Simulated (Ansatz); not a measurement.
**CH₆GeO₄: basis-set convergence**

An exercise on one series of results from a longer session: the logs are not shown, and one member is left open.

Program: Ansatz 0.2.0, Gaussian basis. Level of theory: one geometry, several basis sets. These are calculated values, not measurements.

Plan: PBE0-D4/def2-SVP; ωB97M-V/def2-SVP; PBE0-D4/def2-QZVPP; ωB97M-V/def2-QZVPP; the functionals' def2-TZVPP values are taken from earlier runs.

## The relaxed structure

The geometry comes from an earlier relaxation with PBE0-D4 in a triple-zeta def2 set; it is a stationary point, not always the lowest conformer.

SMILES `C[O][Ge]([OH])([OH])[OH]`, 12 atoms, charge 0, spin multiplicity 1.

Atoms are counted from 1 here; the program's logs count them from 0.

Bond lengths: C1–O2 1.415 Å, C1–H7 1.091 Å, C1–H8 1.095 Å, C1–H9 1.095 Å, O2–Ge3 1.752 Å, Ge3–O4 1.757 Å, Ge3–O5 1.757 Å, Ge3–O6 1.757 Å, O4–H10 0.961 Å, O5–H11 0.961 Å, O6–H12 0.961 Å. Angles: O2–C1–H7 107.4°, O2–C1–H8 111.9°, O2–C1–H9 111.9°, H7–C1–H8 108.6°, H7–C1–H9 108.6°, H8–C1–H9 108.4°, C1–O2–Ge3 119.3°, O2–Ge3–O4 102.3°, O2–Ge3–O5 113.2°, O2–Ge3–O6 113.1°, O4–Ge3–O5 113.3°, O4–Ge3–O6 113.3°, O5–Ge3–O6 102.1°, Ge3–O4–H10 111.9°, Ge3–O5–H11 112.0°, Ge3–O6–H12 112.0°.

The first run:

in.yaml

```yaml
crystal:
  periodic: [false, false, false]
  atoms:
    - {symbol: C, position_ang: [-0.642467, -1.341673, 1.249415]}
    - {symbol: O, position_ang: [0.520724, -0.777355, 0.674858]}
    - {symbol: Ge, position_ang: [0.357692, 0.520142, -0.491726]}
    - {symbol: O, position_ang: [2.030281, 0.873264, -0.896023]}
    - {symbol: O, position_ang: [-0.615843, 0.077694, -1.885520]}
    - {symbol: O, position_ang: [-0.513364, 1.909222, 0.139062]}
    - {symbol: H, position_ang: [-0.319938, -2.115336, 1.948350]}
    - {symbol: H, position_ang: [-1.289181, -1.801686, 0.494366]}
    - {symbol: H, position_ang: [-1.229291, -0.597866, 1.799298]}
    - {symbol: H, position_ang: [2.100240, 1.579592, -1.543351]}
    - {symbol: H, position_ang: [-0.245402, -0.670957, -2.359721]}
    - {symbol: H, position_ang: [-0.076352, 2.289958, 0.904992]}
basis:
  gaussian: {orbitals: def2-SVP}
hamiltonian: {xc: pbe0, dispersion: d4}
output: {orbitals: {seedname: orbitals}}
```

The run is started by

```bash
$ ansatz run in.yaml --threads 4 --pin off --events-out ev --progress --plain --max-ram 11315MiB
```

Steps of the session up to this table: PBE0-D4 in def2-SVP; ωB97M-V in def2-SVP; PBE0-D4 in def2-QZVPP; ωB97M-V in def2-QZVPP.

One table of the session follows, with a row left open; its other results are not shown here.

It belongs to the step «Density functionals: the series». 

| functional | basis | HOMO (eV) | LUMO (eV) |
| --- | --- | --- | --- |
| PBE0-D4 | def2-SVP | -8.12 | 0.18 |
| PBE0-D4 | def2-TZVPP | -8.29 | -0.25 |
| PBE0-D4 | def2-QZVPP | -8.35 | -0.51 |
| ωB97M-V | def2-SVP | -10.54 | 2.02 |
| ωB97M-V | def2-TZVPP | -10.73 | 1.40 |
| ωB97M-V | def2-QZVPP | ? | ? |

Q: Estimate the row for ωB97M-V, def2-QZVPP from the others.

As computed: HOMO (eV): -10.79; LUMO (eV): 0.95. In the column «HOMO (eV)» it is the lowest.
